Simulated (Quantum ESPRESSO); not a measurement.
Crystal: LiBe.

```
CELL_PARAMETERS angstrom
2.81115 0.00000 0.00000
0.00000 2.81115 0.00000
0.00000 0.00000 2.81115
ATOMIC_POSITIONS crystal
Be 0.50000 0.50000 0.50000
Li 0.00000 0.00000 0.00000
```

The cell comes from a database or a generator and needn't be the stable form of this composition.

- Program: Quantum ESPRESSO 7.5
- Task: single point
- Functional: PBE
- Potentials or basis: SSSP 1.3 efficiency PBE
- Cutoff: 748 eV
- Density cutoff: 5987 eV
- k mesh: 9 × 9 × 9
- Occupations: fermi-dirac, width 0.05 eV
- Spin: no spin polarisation

On this cell: pressure 0.5 GPa; largest force zero by symmetry; band gap on the k mesh none (metal or under the smearing width).

The same run follows on a disturbed copy (atoms moved at random, drawn with an rms of 0.05 Å):

```
Be Li
1.0
     2.81115    0.00000    0.00000
     0.00000    2.81115    0.00000
     0.00000    0.00000    2.81115
Be Li
1 1
Direct
  0.48367 0.50987 0.52702
  0.99911 0.00168 0.97500
```

What changes?

The energy (extrapolated to zero smearing) moves by +26.2 meV/atom; pressure 1.0 GPa; largest force 0.679 eV/Å; band gap on the k mesh none (metal or under the smearing width).

Forces in eV/Å, atoms in the order of the input:
```
Be   0.199 -0.106 -0.640
Li  -0.199  0.106  0.640
```

Stress tensor (GPa, compression positive):
```
 1.37 -0.06 -0.35
-0.06  1.45  0.18
-0.35  0.18  0.25
```
